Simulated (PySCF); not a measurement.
# Hf2S: triplet, from a bent start

Aim: relax Hf2S as a triplet from a bent start, check by its vibrations whether the end is a minimum, and collect its spectrum and constants.

Program: PySCF 2.14.0. Level of theory: PBE0, basis S def2-TZVP, Hf def2-TZVP with ECP60, scalar-relativistic core potentials, no spin–orbit coupling, density fitting. These are calculated values, not measurements.

**1. The starting structure**

3 atoms, charge 0, spin multiplicity 3.

Bond lengths: S1–Hf2 2.550 Å, S1–Hf3 2.550 Å. Angles: Hf2–S1–Hf3 110.0°.

```xyz
3
charge 0 multiplicity 3
S     0.0000    0.0000   -1.3433
Hf    2.0888    0.0000    0.1193
Hf   -2.0888    0.0000    0.1193
```

**2. Relaxing the triplet from the bent start**

One driver script runs all steps and calls PySCF; scf.py shows how it sets up the SCF of each step. The optimiser is the driver's own. Before each start the driver seeks the lowest SCF state from one or more starting densities and follows internal instabilities, so scf.py alone need not reach the same state.

The program finds C2v symmetry in the start, which this walk keeps. The walk stops when the largest gradient is under 0.0003 Eh/bohr and the energy has settled too.

scf.py

```python
from pyscf import gto, scf, dft
mol = gto.M(atom='''
S      0.000000     0.000000    -1.343267
Hf     2.088800    -0.000000     0.119333
Hf    -2.088800     0.000000     0.119333''',
    basis={'S': 'def2-TZVP', 'Hf': 'def2-TZVP'},
    ecp={'Hf': 'def2-TZVP'},
    charge=0, spin=2)
mf = dft.UKS(mol, xc='PBE0')
mf.grids.atom_grid = (50, 194)
aux = {'S': 'def2-universal-JKFIT', 'Hf': 'def2-universal-JKFIT'}
mf = mf.density_fit(auxbasis=aux)
mf.kernel()
```

Energy and gradient, step by step:

```tsv
step	energy (Eh)	change (kJ/mol)	largest symmetric gradient (Eh/bohr)
0	-493.918056	0.00	0.03222
1	-493.925635	-19.90	0.01929
2	-493.929384	-29.74	0.01324
3	-493.930273	-32.08	0.00422
4	-493.931487	-35.26	0.00798
5	-493.933098	-39.49	0.03059
6	-493.935365	-45.44	0.01283
7	-493.937088	-49.97	0.00780
8	-493.937945	-52.22	0.00391
9	-493.938155	-52.77	0.00084
10	-493.938177	-52.83	0.00015
11	-493.938178	-52.83	0.00001
```

The walk ran for 2 min (8 threads, shared host).

End point (C2v, 11 steps, 52.8 kJ/mol gained): Hf–Hf 3.245 Å, S–Hf 2.381 Å (×2); Hf–Hf–S 47.0° (×2), Hf–S–Hf 85.9°.

**3. Vibrations and properties at this point**

The point is checked on the finer grid, and tightened if its gradient asks for it. The Hessian and the dipole derivatives come from central differences of analytic gradients, with steps of 0.01 bohr.

Changes to scf.py since step 2:

```diff
@@ -3,3 +3,3 @@
-S      0.000000     0.000000    -1.343267
-Hf     2.088800    -0.000000     0.119333
-Hf    -2.088800     0.000000     0.119333''',
+S     -0.000000     0.000000    -1.603870
+Hf     1.618519    -0.000000     0.143892
+Hf    -1.618519     0.000000     0.143892''',
@@ -10 +10 @@
-mf.grids.atom_grid = (50, 194)
+mf.grids.atom_grid = (75, 302)
```

The driver hands on the density of the step before, so the log starts near convergence.

Log of the central SCF (cycles and frontier levels):

```text
init E= -493.938112639005
[... the frontier-level lines of each cycle are left out ...]
cycle= 1 E= -493.938112642385  delta_E= -3.38e-09  |g|= 2.45e-05  |ddm|= 0.00015
cycle= 2 E= -493.938112644772  delta_E= -2.39e-09  |g|= 4.97e-05  |ddm|= 0.000192
cycle= 3 E= -493.938112648138  delta_E= -3.37e-09  |g|= 1.74e-05  |ddm|= 9.69e-05
cycle= 4 E= -493.938112636278  delta_E= 1.19e-08  |g|= 1.74e-05  |ddm|= 0.000471
cycle= 5 E= -493.938112621332  delta_E= 1.49e-08  |g|= 1.02e-05  |ddm|= 0.000968
cycle= 6 E= -493.938112620878  delta_E= 4.54e-10  |g|= 9.09e-06  |ddm|= 0.000117
cycle= 7 E= -493.938112623122  delta_E= -2.24e-09  |g|= 9.11e-06  |ddm|= 0.000138
cycle= 8 E= -493.938112622753  delta_E= 3.69e-10  |g|= 9.09e-06  |ddm|= 2.27e-05
cycle= 9 E= -493.938112619916  delta_E= 2.84e-09  |g|= 8.32e-06  |ddm|= 0.000203
cycle= 10 E= -493.938112618104  delta_E= 1.81e-09  |g|= 7.53e-06  |ddm|= 0.000192
cycle= 11 E= -493.938112617383  delta_E= 7.21e-10  |g|= 6.92e-06  |ddm|= 0.000173
cycle= 12 E= -493.938112618683  delta_E= -1.3e-09  |g|= 6.52e-06  |ddm|= 0.000205
cycle= 13 E= -493.938112619048  delta_E= -3.65e-10  |g|= 6.58e-06  |ddm|= 2.89e-05
cycle= 14 E= -493.938112619062  delta_E= -1.46e-11  |g|= 6.54e-06  |ddm|= 6.57e-06
Extra cycle  E= -493.938112619757  delta_E= -6.95e-10  |g|= 6.7e-06  |ddm|= 4.87e-05
converged SCF energy = -493.938112619757  <S^2> = 2.425662  2S+1 = 3.2714902
```

The whole step took 96 s.

Geometry: C2v; Hf–Hf 3.237 Å, S–Hf 2.382 Å (×2); Hf–Hf–S 47.2° (×2), Hf–S–Hf 85.6°.

Modes, for the most abundant isotopes:

```tsv
symmetry	ω (cm⁻¹)	IR (km/mol)
a1	81	0.0
b2	219	101
a1	371	7.6
```

All wavenumbers are real: a minimum.

Properties at this point:

```
Dipole moment                                                   : 1.91 D
Highest occupied level                                          : -4.34 eV
Lowest empty level                                              : -2.88 eV
Rotational constants                                            : 0.1879, 0.01788, 0.01633 cm⁻¹
Zero-point energy                                               : 4.0 kJ/mol
Principal polarisabilities                                      : 150.3, 155.0, 350.7 bohr³
Atomisation energy without zero-point energy                    : 733 kJ/mol
Principal traceless quadrupole moments about the centre of mass : -2.22, -1.38, 3.60 D Å
Entropy at 298.15 K and 1 bar (electronic part: spin only)      : 340.1 J/(mol K)
Heat capacity Cp at 298.15 K                                    : 55.5 J/(mol K)
Enthalpy at 298.15 K above 0 K                                  : 14.22 kJ/mol
Rotational symmetry number                                      : 2
Spin squared ⟨S²⟩                                               : 2.426
```

Populations by atom (charges in e):

```tsv
atom	Mulliken	Löwdin	polar tensor	spin (Mulliken)	Mayer order to S1
S1	-0.44	0.15	0.31	-0.13	–
Hf2,3	0.22	-0.08	-0.16	1.07	1.18
```

Outer orbital energies (eV). α occupied: -18.85, -9.18, -9.10, -8.28, -6.39, -5.17, -4.84, -4.59; empty: -2.88, -2.35, -1.86, -1.81. β occupied: -35.97, -35.94, -18.96, -9.23, -9.12, -8.22, -5.82, -4.34; empty: -2.61, -1.95, -1.94, -1.64.

Mulliken populations on S1: s 5.88, p 10.49, d 0.07, f 0.00.

**4. What came out**

| quantity | value |
| --- | --- |
| minimum | triplet, C2v |
| geometry | Hf–Hf 3.237 Å, S–Hf 2.382 Å (×2); Hf–Hf–S 47.2° (×2), Hf–S–Hf 85.6° |
| wavenumbers (cm⁻¹) | 81 (a1), 219 (b2), 371 (a1) |
| dipole moment | 1.91 D |
| highest occupied, lowest empty level (either spin) | -4.34, -2.88 eV |
| polar-tensor charge of S1 | +0.31 e |
| zero-point energy | 4.0 kJ/mol |
| entropy at 298.15 K | 340.1 J/(mol K) |
| atomisation energy (no zero-point energy) | 733 kJ/mol |
| ⟨S²⟩ | 2.426 |

**Reading.** The molecule stays C2v, as typed, and the end point is a minimum. The determinant is spin-contaminated (⟨S²⟩ = 2.43 against 2.00), so it is no pure spin state. The strongest infrared band lies at 219 cm⁻¹ (b2). Only this shape and spin were tried, so other structures or states may lie lower. The soft modes, below some 90 cm⁻¹, carry numerical noise of tens of cm⁻¹, and the entropy with them. One determinant may miss the lowest occupation of an open d or f shell. With an element this heavy the missing spin–orbit coupling can shift these numbers.

The search up to here took 5.4 min.
